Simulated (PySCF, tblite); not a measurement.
# C₆H₁₂GeOSi: geometry, infrared bands and NMR shifts

What infrared bands and NMR shifts should C₆H₁₂GeOSi (`CCC1=[C]([GeH2][CH]=O)C[SiH2]1`) show?

Computed with tblite 0.8.0 and PySCF 2.14.0, with density-fitted response routines of our own, on a single molecule in the gas phase. Atoms count from 0, in the outputs and in this text.

## 1. The starting structure

21 atoms, charge 0, multiplicity 1; geometry from: force field or distance geometry start.

Bonds of the start (Å): C0–C1 1.53, C1–C2 1.50, C2–C3 1.38, C3–Ge4 1.93, Ge4–C5 1.92, C5–O6 1.22, C3–C7 1.50, C7–Si8 1.73, Si8–C2 1.85, C0–H9 1.12, C0–H10 1.10, C0–H11 1.12, C1–H12 1.10, C1–H13 1.10, Ge4–H14 1.55, Ge4–H15 1.55, C5–H16 1.08, C7–H17 1.11, C7–H18 1.11, Si8–H19 1.47, Si8–H20 1.48.

## 2. Optimising the geometry with GFN2-xTB

Job settings and geometry (Å):

```
{"job": {"kind": "relax", "xc": "GFN2-xTB", "basis": "xTB"}, "charge": 0, "multiplicity": 1}
C     -1.773700    -1.227700     1.133200
C     -1.507100    -0.849600    -0.326900
C     -0.682300     0.397900    -0.397400
C      0.617900     0.725300    -0.050900
Ge     2.036700    -0.306700     0.755600
C      2.332300    -1.878900    -0.311700
O      2.659900    -1.770200    -1.484200
C      0.551200     2.151000    -0.502500
Si    -1.084000     2.073400    -1.064700
H     -2.416500    -2.139500     1.172800
H     -0.836300    -1.432000     1.670800
H     -2.327000    -0.402700     1.646500
H     -0.955800    -1.677900    -0.805500
H     -2.462100    -0.703000    -0.849900
H      3.324900     0.560500     0.800600
H      1.631800    -0.722000     2.196900
H      2.217700    -2.856800     0.138000
H      1.259500     2.333500    -1.333400
H      0.666700     2.856100     0.346800
H     -1.214800     2.079500    -2.524100
H     -2.048000     2.806900    -0.210500
```

Command:

```console
$ OMP_NUM_THREADS=1 python probes_run.py task.json out
```

One launch serves the whole session: the jobs run in the order shown.

**Question.** This job is followed by: GFN2-xTB harmonic vibrations, gas phase; GIAO PBE0/pcSseg-1 NMR shielding, non-relativistic, gas phase. What will the session give for the following? strongest single infrared mode (GFN2-xTB); zero-point energy (GFN2-xTB); ¹³C shifts against TMS (PBE0/pcSseg-1); ¹H shifts against TMS (PBE0/pcSseg-1, means over atoms taken as alike); ⁷³Ge shifts against GeMe4 (PBE0/pcSseg-1); ¹⁷O shifts against H2O (PBE0/pcSseg-1); ²⁹Si shifts against TMS (PBE0/pcSseg-1).

**Answer**, as computed:

| quantity | value |
| --- | --- |
| strongest single infrared mode (GFN2-xTB) | 767 cm⁻¹, 470 km/mol |
| zero-point energy (GFN2-xTB) | 94.9 kcal/mol |
| ¹³C shifts against TMS (PBE0/pcSseg-1) | 237.9, 176.8, 160.4, 36.2, 19.5, 17.8 ppm |
| ¹H shifts against TMS (PBE0/pcSseg-1, means over atoms taken as alike) | 12.65, 5.20, 4.35, 2.08, 1.85, 1.11 ppm |
| ⁷³Ge shifts against GeMe4 (PBE0/pcSseg-1) | -224 ppm |
| ¹⁷O shifts against H2O (PBE0/pcSseg-1) | 913.9 ppm |
| ²⁹Si shifts against TMS (PBE0/pcSseg-1) | -43.4 ppm |

In words: Over 234 steps the energy fell by 1.096 eV; of the close pairs, C7–Si8 changed most, 1.731 to 1.924 Å. No mode is imaginary among the 57: a minimum at this level. The strongest single mode, at 767 cm⁻¹, is spread over many atoms; the largest shares are those of H20, H19. Unscaled tight-binding wavenumbers are off by several per cent, some by more. Its intensities can rank the bands wrongly. At PBE0/pcSseg-1: The largest span, 1972 ppm, is at O6, where the paramagnetic term is -975 ppm. Spin-orbit coupling is left out, which matters for shieldings and couplings at and beside the heavy atoms.
